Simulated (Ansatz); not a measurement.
**C7H14: vertical ionisation energy**

Aim: the vertical ionisation energy of C7H14, as cation minus neutral at the neutral's geometry, on several levels, and how well −ε(HOMO) stands in for it.

Method: unrestricted cation, the program's frozen cores in correlated methods; program: Ansatz 0.2.0, Gaussian basis.

The runs, in order: UKS PBE-D4/def2-TZVPP; UKS r2SCAN-D4/def2-TZVPP; UKS PBE0-D4/def2-TZVPP; UKS B3LYP-D4/def2-TZVPP; UKS wB97X-V/def2-TZVPP; UKS wB97M-V/def2-TZVPP; UKS B2PLYP/def2-TZVPP; UHF-CCSD(T)/def2-TZVPP; UHF-MP2/def2-QZVPP; extrapolation to the limit; then −ε(HOMO) from the neutral's earlier runs with LDA (SPW92), PBE-D4, revPBE-D4, BLYP-D4, r2SCAN-D4, B97M-V, PBE0-D4, B3LYP-D4, r2SCANh-D4, r2SCAN0-D4, HSE06-D4, BHLYP-D4, CAM-B3LYP-D4, LC-ωPBE, ωB97X-V, ωB97M-V.

## Step 1: Structure used throughout

An earlier PBE0-D4 in a triple-zeta def2 set relaxation fixed the geometry.

SMILES `CC/C=C(\C)CC`, 21 atoms, charge 0, spin multiplicity 1.

Atoms are counted from 1 here; the program's logs count them from 0.

Bond lengths: C1–C2 1.526 Å, C1–H8 1.093 Å, C1–H9 1.093 Å, C1–H10 1.093 Å, C2–C3 1.493 Å, C2–H11 1.092 Å, C2–H12 1.097 Å, C3–C4 1.334 Å, C3–H13 1.090 Å, C4–C5 1.497 Å, C4–C6 1.504 Å, C5–H14 1.094 Å, C5–H15 1.089 Å, C5–H16 1.095 Å, C6–C7 1.525 Å, C6–H17 1.093 Å, C6–H18 1.098 Å, C7–H19 1.092 Å and more. Angles: C2–C1–H8 111.0°, C2–C1–H9 111.3°, C2–C1–H10 110.8°, H8–C1–H9 107.8°, H8–C1–H10 107.5°, H9–C1–H10 108.2°, C1–C2–C3 112.1°, C1–C2–H11 109.5°, C1–C2–H12 108.8°, C3–C2–H11 111.2°, C3–C2–H12 108.9°, H11–C2–H12 106.2°, C2–C3–C4 128.7°, C2–C3–H13 114.5°, C4–C3–H13 116.8°, C3–C4–C5 124.4°, C3–C4–C6 120.2°, C5–C4–C6 115.4° and more.

Geometry (Å):

```
C    -1.67033   -2.37028    0.52243
C    -0.22907   -2.10433    0.09813
C     0.26262   -0.78016    0.58099
C     0.62023    0.28736   -0.13456
C     0.61970    0.34240   -1.63059
C     1.06231    1.54744    0.55658
C     0.12829    2.73271    0.33404
H    -1.77704   -2.30893    1.60884
H    -1.99959   -3.36422    0.20972
H    -2.34639   -1.63276    0.08328
H    -0.14774   -2.18388   -0.98797
H     0.41161   -2.89326    0.51114
H     0.30808   -0.68345    1.66604
H    -0.09717    1.08343   -1.99738
H     0.37153   -0.61212   -2.09170
H     1.60340    0.65098   -2.00073
H     1.15155    1.35298    1.62892
H     2.06605    1.81689    0.20272
H     0.06850    3.01112   -0.72041
H     0.47633    3.60993    0.88435
H    -0.88289    2.49817    0.67618
```

## Step 2: Cation, UKS PBE-D4/def2-TZVPP

The input, in.yaml:

```yaml
crystal:
  periodic: [false, false, false]
  atoms:
    - {symbol: C, position_ang: [-1.670332, -2.370278, 0.522431]}
    - {symbol: C, position_ang: [-0.229072, -2.104335, 0.098127]}
    - {symbol: C, position_ang: [0.262623, -0.780165, 0.580986]}
    - {symbol: C, position_ang: [0.620230, 0.287360, -0.134561]}
    - {symbol: C, position_ang: [0.619704, 0.342399, -1.630592]}
    - {symbol: C, position_ang: [1.062315, 1.547439, 0.556577]}
    - {symbol: C, position_ang: [0.128290, 2.732706, 0.334042]}
    - {symbol: H, position_ang: [-1.777044, -2.308926, 1.608841]}
    - {symbol: H, position_ang: [-1.999592, -3.364215, 0.209721]}
    - {symbol: H, position_ang: [-2.346391, -1.632758, 0.083277]}
    - {symbol: H, position_ang: [-0.147745, -2.183878, -0.987974]}
    - {symbol: H, position_ang: [0.411609, -2.893259, 0.511139]}
    - {symbol: H, position_ang: [0.308083, -0.683453, 1.666040]}
    - {symbol: H, position_ang: [-0.097168, 1.083425, -1.997376]}
    - {symbol: H, position_ang: [0.371530, -0.612120, -2.091695]}
    - {symbol: H, position_ang: [1.603397, 0.650977, -2.000730]}
    - {symbol: H, position_ang: [1.151552, 1.352984, 1.628920]}
    - {symbol: H, position_ang: [2.066054, 1.816891, 0.202720]}
    - {symbol: H, position_ang: [0.068505, 3.011124, -0.720411]}
    - {symbol: H, position_ang: [0.476331, 3.609930, 0.884352]}
    - {symbol: H, position_ang: [-0.882888, 2.498174, 0.676177]}
basis:
  gaussian: {orbitals: def2-TZVPP}
total_charge: 1
magnetization: {spin_polarized: true, initial_magnetization: 1}
hamiltonian: {xc: pbe, dispersion: d4}
```

Command:

```sh
ansatz run in.yaml --threads 2 --pin off --events-out ev --progress --plain --max-ram 32768MiB --backend cuda --devices 0, --max-vram 18GiB
```

Further steps of the session: Cation, UKS r2SCAN-D4/def2-TZVPP; Cation, UKS PBE0-D4/def2-TZVPP; Cation, UKS B3LYP-D4/def2-TZVPP; Cation, UKS wB97X-V/def2-TZVPP; Cation, UKS wB97M-V/def2-TZVPP; Cation, UKS B2PLYP (frozen core)/def2-TZVPP; Cation, UHF-CCSD(T)/def2-TZVPP; Cation, UHF-MP2/def2-QZVPP.

**Question.** What will the summary of the whole plan be? Wanted: ionisation energy, CCSD(T)/CBS; nearest functional by difference; nearest −ε(HOMO); −ε(HOMO) of PBE; T1 of the cation.

As calculated:

| quantity | value |
| --- | --- |
| ionisation energy, CCSD(T)/CBS | 8.92 eV |
| nearest functional by difference | B2PLYP (-0.30 eV) |
| nearest −ε(HOMO) | ωB97X-V (-0.01 eV) |
| −ε(HOMO) of PBE | 5.55 eV |
| T1 of the cation | 0.016 |

**Reading.** Energy differences with functionals land within 0.54 eV of the reference. The PBE orbital energy is 3.4 eV too small: a semilocal HOMO is no ionisation energy. Among orbital estimates ωB97X-V comes nearest. Hartree-Fock falls 1.58 eV short, as the neutral has more correlation energy than the cation.
